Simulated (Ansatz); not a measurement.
# Ta4NiO11 (P1) in Ansatz: convergence with wavefunction cutoff

Aim: find how far wavefunction cutoff must go before the results for Ta4NiO11 settle, at PBE. This setting moves, with any that are tied to it; all else stays.

All numbers are computed with Ansatz 0.2.0; they aren't measurements. Logs are shortened: lines on timing, memory, paths and dates and some standing lists are left out, and cuts for length are marked.

## (1) The crystal as given

The typed cell holds 16 atoms: a = 5.293 Å, b = 5.336 Å, c = 7.911 Å, α = 90.30°, β = 93.72°, γ = 90.45°.

The cell was built by a generator and needn't be a form met in nature.

## (2) With wavefunction cutoff 200 eV

input.yaml

```yaml
crystal:
  lattice:
    - [5.29285, -0.00032, -0.02518]
    - [-0.0419, 5.33569, 0.0234]
    - [-0.4762, -0.07999, 7.89609]
  atoms:
    - { symbol: Ta, position: [0.52261, 0.46364, 0.51843] }
    - { symbol: Ta, position: [0.55532, 0.53163, 0.98083] }
    - { symbol: Ta, position: [0.02338, 0.98832, 0.50961] }
    - { symbol: Ta, position: [0.04916, 0.02484, 0.01689] }
    - { symbol: Ni, position: [0.06538, 0.57998, 0.26898], spin: 1.0 }
    - { symbol: O, position: [0.96711, 0.93834, 0.23892] }
    - { symbol: O, position: [0.21005, 0.28324, 0.4299] }
    - { symbol: O, position: [0.27287, 0.71995, 0.06145] }
    - { symbol: O, position: [0.33888, 0.2382, 0.03682] }
    - { symbol: O, position: [0.30665, 0.75341, 0.45874] }
    - { symbol: O, position: [0.50103, 0.44858, 0.74991] }
    - { symbol: O, position: [0.70564, 0.16332, 0.48732] }
    - { symbol: O, position: [0.73302, 0.83358, 0.9406] }
    - { symbol: O, position: [0.85284, 0.36497, 0.07896] }
    - { symbol: O, position: [0.81889, 0.65561, 0.47584] }
    - { symbol: O, position: [0.07718, 0.01239, 0.7468] }
hamiltonian:
  xc: pbe
  pseudopotentials: { kind: paw }
magnetization:
  spin_polarized: true
kpoints:
  mp_grid: { grid: [3, 3, 2] }
scf:
  occupations: { method: fermi_dirac, width: 0.05 }
output:
  forces: true
  stress: true
  eigenvalues: true
basis:
  ecutwfc: "200 eV"
```

Potentials or basis: Ansatz PAW.

Command:

```
$ ansatz run input.yaml --threads 8 --pin off --max-ram 20480MiB --backend cpu --events-out ev --progress --plain --runs-dir out
```

Wall time 3.8 s (8 threads of Arm Neoverse V2, shared host); peak memory 0.56 GiB.

Results:

- Free energy: -51733.8195 eV
- Pressure: 6.6 GPa
- Largest force: 1.618 eV/Å
- Band gap on the k mesh: 0.71 eV, indirect (least direct gap 0.88 eV)
- Net moment: 2.00 μB per cell
- Absolute moment: 2.34 μB per cell
- Site moments: Ta +0.00; Ni +1.38; O +0.12, +0.04, +0.07, +0.01, +0.09, +0.00, +0.05, +0.06 μB

## (3) With wavefunction cutoff 250 eV

input.yaml: that of step 2 with these lines changed.

```diff
@@ -36,2 +36,2 @@
 basis:
-  ecutwfc: "200 eV"
+  ecutwfc: "250 eV"
```

Potentials or basis: Ansatz PAW.

Command:

```
$ ansatz run input.yaml --threads 8 --pin off --max-ram 20480MiB --backend cpu --events-out ev --progress --plain --runs-dir out
```

Wall time 5 s (8 threads of Arm Neoverse V2, shared host); peak memory 0.66 GiB.

Results:

| Item | Value |
| --- | --- |
| Free energy | -51800.0525 eV |
| Pressure | -0.7 GPa |
| Largest force | 0.252 eV/Å |
| Band gap on the k mesh | 1.29 eV, indirect (least direct gap 1.36 eV) |
| Net moment | 2.00 μB per cell |
| Absolute moment | 2.23 μB per cell |
| Site moments | Ta +0.00; Ni +1.50; O +0.10, +0.04, +0.06, +0.00, +0.08, +0.05 μB |

## (4) With wavefunction cutoff 300 eV

input.yaml: that of step 3 with these lines changed.

```diff
@@ -36,2 +36,2 @@
 basis:
-  ecutwfc: "250 eV"
+  ecutwfc: "300 eV"
```

Command:

```
$ ansatz run input.yaml --threads 8 --pin off --max-ram 20480MiB --backend cpu --events-out ev --progress --plain --runs-dir out
```

Run time: 6.4 s. Hardware: 8 threads of Arm Neoverse V2, shared host; peak memory 0.77 GiB.

Results:

```
Free energy            : -51817.2024 eV
Pressure               : -0.3 GPa
Largest force          : 0.061 eV/Å
Band gap on the k mesh : 1.34 eV, indirect (least direct gap 1.41 eV)
Net moment             : 2.00 μB per cell
Absolute moment        : 2.15 μB per cell
Site moments           : Ta +0.00; Ni +1.51; O +0.09, +0.04, +0.06, +0.00, +0.07, +0.05 μB
```

## (5) With wavefunction cutoff 350 eV

input.yaml: that of step 4 with these lines changed.

```diff
@@ -36,2 +36,2 @@
 basis:
-  ecutwfc: "300 eV"
+  ecutwfc: "350 eV"
```

Command:

```
$ ansatz run input.yaml --threads 8 --pin off --max-ram 20480MiB --backend cpu --events-out ev --progress --plain --runs-dir out
```

Wall time 7.5 s (8 threads of Arm Neoverse V2, shared host); peak memory 0.89 GiB.

What came out:

| Quantity | Value |
| --- | --- |
| Free energy | -51821.3964 eV |
| Pressure | 0.0 GPa |
| Largest force | 0.035 eV/Å |
| Band gap on the k mesh | 1.36 eV, indirect (least direct gap 1.43 eV) |
| Net moment | 2.00 μB per cell |
| Absolute moment | 2.11 μB per cell |
| Site moments | Ta +0.00; Ni +1.51; O +0.09, +0.04, +0.06, +0.00, +0.07, +0.05 μB |

## (6) With wavefunction cutoff 400 eV

input.yaml: that of step 5 with these lines changed.

```diff
@@ -36,2 +36,2 @@
 basis:
-  ecutwfc: "350 eV"
+  ecutwfc: "400 eV"
```

Potentials or basis: Ansatz PAW.

Command:

```
$ ansatz run input.yaml --threads 8 --pin off --max-ram 20480MiB --backend cpu --events-out ev --progress --plain --runs-dir out
```

It took 8.1 s on 8 threads of Arm Neoverse V2, shared host; peak memory 1 GiB.

Results (log left out):

* Free energy: -51822.2836 eV
* Pressure: 0.0 GPa
* Largest force: 0.033 eV/Å
* Band gap on the k mesh: 1.36 eV, indirect (least direct gap 1.43 eV)
* Net moment: 2.00 μB per cell
* Absolute moment: 2.09 μB per cell
* Site moments: Ta +0.00; Ni +1.51; O +0.09, +0.04, +0.06, +0.00, +0.07, +0.05 μB

## (7) With wavefunction cutoff 450 eV

input.yaml: that of step 6 with these lines changed.

```diff
@@ -36,2 +36,2 @@
 basis:
-  ecutwfc: "400 eV"
+  ecutwfc: "450 eV"
```

Command:

```
$ ansatz run input.yaml --threads 8 --pin off --max-ram 20480MiB --backend cpu --events-out ev --progress --plain --runs-dir out
```

Wall time 11 s (8 threads of Arm Neoverse V2, shared host); peak memory 1.2 GiB.

Results (log left out):

```
Free energy            : -51822.4267 eV
Pressure               : 0.0 GPa
Largest force          : 0.033 eV/Å
Band gap on the k mesh : 1.36 eV, indirect (least direct gap 1.43 eV)
Net moment             : 2.00 μB per cell
Absolute moment        : 2.09 μB per cell
Site moments           : Ta +0.00; Ni +1.51; O +0.09, +0.04, +0.06, +0.00, +0.07, +0.05 μB
```

## (8) With wavefunction cutoff 500 eV

input.yaml: that of step 7 with these lines changed.

```diff
@@ -36,2 +36,2 @@
 basis:
-  ecutwfc: "450 eV"
+  ecutwfc: "500 eV"
```

Command:

```
$ ansatz run input.yaml --threads 8 --pin off --max-ram 20480MiB --backend cpu --events-out ev --progress --plain --runs-dir out
```

Wall time 12 s (8 threads of Arm Neoverse V2, shared host); peak memory 1.3 GiB.

Results (log left out):

```
Free energy            : -51822.4393 eV
Pressure               : 0.0 GPa
Largest force          : 0.033 eV/Å
Band gap on the k mesh : 1.36 eV, indirect (least direct gap 1.43 eV)
Net moment             : 2.00 μB per cell
Absolute moment        : 2.08 μB per cell
Site moments           : Ta +0.00; Ni +1.51; O +0.09, +0.04, +0.06, +0.00, +0.07, +0.05 μB
```

## (9) With wavefunction cutoff 600 eV

input.yaml: that of step 8 with these lines changed.

```diff
@@ -36,2 +36,2 @@
 basis:
-  ecutwfc: "500 eV"
+  ecutwfc: "600 eV"
```

Potentials or basis: Ansatz PAW.

Command:

```
$ ansatz run input.yaml --threads 8 --pin off --max-ram 20480MiB --backend cpu --events-out ev --progress --plain --runs-dir out
```

Run time: 16 s. Hardware: 8 threads of Arm Neoverse V2, shared host; peak memory 1.6 GiB.

It converged, with:

- Free energy: -51822.4483 eV
- Pressure: 0.0 GPa
- Largest force: 0.033 eV/Å
- Band gap on the k mesh: 1.36 eV, indirect (least direct gap 1.43 eV)
- Net moment: 2.00 μB per cell
- Absolute moment: 2.08 μB per cell
- Site moments: Ta +0.00; Ni +1.51; O +0.09, +0.04, +0.06, +0.00, +0.07, +0.05 μB

## (10) With wavefunction cutoff 800 eV

input.yaml: that of step 9 with these lines changed.

```diff
@@ -36,2 +36,2 @@
 basis:
-  ecutwfc: "600 eV"
+  ecutwfc: "800 eV"
```

Potentials or basis: Ansatz PAW.

Command:

```
$ ansatz run input.yaml --threads 8 --pin off --max-ram 20480MiB --backend cpu --events-out ev --progress --plain --runs-dir out
```

The program printed:

```text
Warning: RAYON_NUM_THREADS=8 ignored (pool sized by the plan → 8); use --threads N
Engine: ansatz 0.2.0, aarch64-unknown-linux-gnu
Pseudopotentials: kind: paw
Pseudopotential: Ta, paw, valence charge 13, recommended cutoff 420 eV (normal), Ta.paw.azcp
Pseudopotential: Ni, paw, valence charge 18, recommended cutoff 420 eV (normal), Ni.paw.azcp
Pseudopotential: O, paw, valence charge 6, recommended cutoff 420 eV (normal), O.paw.azcp
Functional definition: PBE
  parameter kappa = 0.804
  parameter beta = 0.06672455060314922
  exchange = pbe_x(kappa = kappa, mu = beta*pi^2/3)
  correlation = pbe_c(beta = beta)
Crystal: 16 atoms, lattice volume = 222.939 Å³
Basis set: ecut = 800 eV, 11471 PW (Γ), exchange–correlation on 100×100×150 points (8 copies of the dense FFT grid, shifted against one another)
Bands: 85, of which v1, the nominal top of the filled ones, is band 68 counted from 1 (67 counted from 0)
Symmetry: 1 space group operations
Space group: P1 (ITA 1), of the structure as read, at distance tolerance 6.1e-5 Å
Magnetic group: BNS 1.1 (UNI 1), of the structure as read, at distance tolerance 6.1e-5 Å
k-points: 10 of 18 (time reversal used)
Non-local potential: Ta, projectors of the file, l = 0: 3, l = 1: 2, l = 2: 2, l = 3: 1
Non-local potential: Ni, projectors of the file, l = 0: 3, l = 1: 2, l = 2: 3, l = 3: 1
Non-local potential: O, projectors of the file, l = 0: 2, l = 1: 2, l = 2: 1
PAW form: soft (Blöchl's): semilocal exchange-correlation on the pseudo side does not see the compensation charge
PAW one-centre angular grid: Ta, 590 points (default); XC on 64 Gauss nodes
[... 33 lines left out ...]
Harris-Foulkes:  -51822.455377 eV  (|F-HF|=1.77e-9)
Internal energy: -51822.455376 eV  (E = F + TS)
E sigma→0 (E₀):  -51822.455376 eV
Entropy (-TS):   -0.000001 eV (-0.000 meV/atom)
Fermi energy:    8.138421 eV
--- Per-component energies (eV) ---
  E_band       = -1568.299155
  E_kinetic    = 3644.152261
  E_local      = -14639.740278  (includes V_loc(G=0)·N_el)
  E_nonlocal   = 1231.639616
  E_hartree    = 5759.292616
  E_xc         = -1758.168947
  E_vxc        = -1944.421899  (∫ρ·V_xc dr)
  E_paw        = -36961.077318  (= ΣΔE_a)
  E_vpaw       = -1378.518756  (= ΣTr[D̂ρ^β])
  E_aug_tail   = 0.001902  (compensation charges beyond the density's cutoff)
  E_ewald      = -9098.555228
  E_smearing   = -0.000001  (= −TS)
  E_closure    = 0.000000  (closes the sum)
  Σ components = -51822.455377   (vs F -51822.455377, Δ=0.00e0)
--- Forces (eV/Å), atoms counted from 1 ---
  atom   1  Ta     0.00732004     0.01172607    -0.00372019
  atom   2  Ta     0.01200044    -0.00338364     0.00184693
  atom   3  Ta     0.01021266     0.03140762    -0.00536458
  atom   4  Ta     0.02141137     0.01040501     0.01753089
  atom   5  Ni     0.00095191    -0.00072147     0.00315063
  atom   6  O     -0.00669891    -0.01746416    -0.01099076
[... 8 lines left out ...]
  atom  15  O     -0.00485365    -0.00876503     0.00093436
  atom  16  O     -0.00489381    -0.01763177    -0.00312728
  max |Σ_I F_I| component: 1.75e-5 eV/Å
--- Stress (GPa, compression-positive) ---
       -0.003604       0.001310      -0.007414
        0.001309       0.010592       0.017898
       -0.007415       0.017899      -0.030055
  P = ⅓ Tr σ = -0.0077 GPa (-0.077 kbar)
--- Band table (eV; the first three rows and the last of 20) ---
  k-point 0 ↑: bands = ["-96.3639", "-60.8175", "-60.7557", "-60.7160", "-60.6526", "-56.8549", "-56.8081", "-56.5600", "-27.6972", "-27.5134", "-27.4264", "-27.4181", "-27.3796", "-27.3257", "-27.2923", "-27.2495", "-27.2244", "-27.2003", "-27.1741", "-27.1651", "-11.1913", "-10.8158", "-10.6373", "-10.2809", "-10.0286", "-9.8899", "-9.5797", "-9.4971", "-9.2215", "-8.9953", "-8.6626", "1.3248", "1.4140", "1.4971", "1.6106", "1.6676", "1.8907", "2.0064", "2.2049", "2.3511", "2.5532", "2.7640", "3.0065", "3.2178", "3.3402", "3.5157", "3.7704", "4.0619", "4.2671", "4.3245", "4.5201", "4.7538", "4.9998", "5.2836", "5.3784", "5.4682", "5.5375", "5.7061", "5.8490", "5.9194", "6.0107", "6.1920", "6.2596", "6.3025", "6.5761", "6.7299", "6.7683", "7.1652", "7.3463", "9.8944", "10.0231", "10.3926", "10.6016", "10.6905", "11.1247", "11.5133", "11.9084", "12.2276", "12.3773", "12.5018", "12.6718", "12.8991", "13.0902", "13.8586", "14.2394"]
  k-point 1 ↑: bands = ["-96.3639", "-60.8175", "-60.7557", "-60.7160", "-60.6526", "-56.8549", "-56.8081", "-56.5600", "-27.6950", "-27.5157", "-27.4263", "-27.4180", "-27.3791", "-27.3245", "-27.2830", "-27.2441", "-27.2256", "-27.2038", "-27.1790", "-27.1724", "-11.0968", "-10.9517", "-10.5635", "-10.2802", "-10.0079", "-9.7106", "-9.5725", "-9.4926", "-9.3042", "-9.2112", "-8.6638", "1.2672", "1.4367", "1.5141", "1.6436", "1.7325", "1.9544", "2.1636", "2.3288", "2.4538", "2.7641", "2.8130", "3.2288", "3.2562", "3.3337", "3.4633", "3.5901", "3.8401", "3.9080", "4.2170", "4.4182", "4.6909", "4.7944", "5.0723", "5.3557", "5.4002", "5.5500", "5.7553", "5.9207", "6.0161", "6.1523", "6.1718", "6.2927", "6.3485", "6.5487", "6.7263", "6.7848", "7.1466", "7.3532", "9.8841", "10.0214", "10.4798", "10.8151", "11.1568", "11.4658", "11.7503", "11.7705", "12.0280", "12.1139", "12.3020", "12.6332", "12.8853", "12.9675", "13.1811", "13.6445"]
  k-point 2 ↑: bands = ["-96.3639", "-60.8175", "-60.7557", "-60.7161", "-60.6527", "-56.8549", "-56.8081", "-56.5600", "-27.6973", "-27.5138", "-27.4092", "-27.4027", "-27.3599", "-27.3141", "-27.2774", "-27.2650", "-27.2443", "-27.2146", "-27.2067", "-27.1670", "-11.0179", "-10.6540", "-10.4167", "-10.1319", "-10.0365", "-9.7775", "-9.7395", "-9.6423", "-9.5399", "-9.0832", "-8.9762", "1.3248", "1.4373", "1.6611", "1.7612", "2.0525", "2.1294", "2.3174", "2.3632", "2.4982", "2.6705", "2.8521", "3.0815", "3.2116", "3.3785", "3.5808", "3.7046", "3.8224", "4.1831", "4.2664", "4.5747", "4.6276", "4.8131", "4.9171", "5.0617", "5.3182", "5.4287", "5.5385", "5.6617", "5.7953", "5.9175", "6.0051", "6.0881", "6.3896", "6.4727", "6.6720", "6.7611", "7.0843", "7.2284", "10.2707", "10.4100", "10.6338", "10.7493", "10.8105", "11.1942", "11.3431", "11.6992", "11.9233", "12.3161", "12.5523", "12.6301", "12.7703", "13.1633", "14.0243", "14.4751"]
  k-point 9 ↓: bands = ["-94.3875", "-60.8148", "-60.7526", "-60.7130", "-60.6521", "-54.8382", "-54.8321", "-54.7696", "-27.6929", "-27.5141", "-27.4189", "-27.4036", "-27.3627", "-27.3085", "-27.2906", "-27.2505", "-27.2403", "-27.2015", "-27.1772", "-27.1668", "-10.9502", "-10.5452", "-10.2335", "-10.1657", "-10.0772", "-9.8160", "-9.6169", "-9.5064", "-9.4258", "-9.2797", "-8.7198", "1.2843", "1.5015", "1.5967", "1.7879", "1.9286", "2.2227", "2.4863", "2.5311", "2.8555", "2.9749", "3.0804", "3.2772", "3.3807", "3.5528", "3.8859", "3.9014", "4.0790", "4.2803", "4.4438", "4.5480", "4.6838", "4.8582", "4.9447", "5.2036", "5.4002", "5.4268", "5.6181", "5.7363", "5.8654", "6.0117", "6.0930", "6.2161", "6.2867", "7.1390", "7.2168", "7.3554", "8.8034", "9.1617", "10.2922", "10.5271", "10.8433", "11.1953", "11.4032", "11.5891", "11.7032", "11.8502", "12.0379", "12.1629", "12.2488", "12.6097", "12.7972", "13.0207", "14.1397", "14.4296"]
```

It took 23 s on 8 threads of Arm Neoverse V2, shared host; peak memory 2.2 GiB.

Results:

```
Free energy            : -51822.4554 eV
Pressure               : 0.0 GPa
Largest force          : 0.033 eV/Å
Band gap on the k mesh : 1.36 eV, indirect (least direct gap 1.43 eV)
Net moment             : 2.00 μB per cell
Absolute moment        : 2.08 μB per cell
Site moments           : Ta +0.00; Ni +1.51; O +0.09, +0.04, +0.06, +0.00, +0.07, +0.05 μB
```

## (11) Summary

```csv
wavefunction cutoff,"energy less the tightest run, at zero smearing (meV/atom)",pressure (GPa),largest force (eV/Å),absolute moment (μB),gap on the mesh (eV),SCF cycles,CPU time (s),peak memory (GiB)
200 eV,5539.74,6.63,1.618,2.34,0.708,15,27,0.56
250 eV,1400.18,-0.67,0.252,2.23,1.291,15,37,0.66
300 eV,328.31,-0.30,0.061,2.15,1.342,16,47,0.77
350 eV,66.19,-0.04,0.035,2.11,1.357,14,56,0.89
400 eV,10.73,-0.01,0.033,2.09,1.360,14,61,1
450 eV,1.79,0.01,0.033,2.09,1.360,15,77,1.2
500 eV,1.01,0.01,0.033,2.08,1.361,15,88,1.3
600 eV,0.44,0.00,0.033,2.08,1.361,15,120,1.6
800 eV,0.00,-0.01,0.033,2.08,1.361,15,180,2.2
```

Against the tightest run, the energy stays within 1 meV/atom from 600 eV on; the pressure stays within 0.1 GPa from 350 eV on; the largest force stays within 0.005 eV/Å from 350 eV on; the absolute moment stays within 0.02 μB from 400 eV on; the gap on the mesh stays within 0.01 eV from 350 eV on. The tightest run that finished is the yardstick and may itself not be fully converged.

Caveats: odd divisions of the mesh miss points on the zone boundary, where band edges often lie, so the gap on the mesh can be too wide; spin-orbit coupling is left out, which moves the levels of the heavy elements; a cell with one magnetic atom can't hold antiferromagnetic order, which such compounds often take.
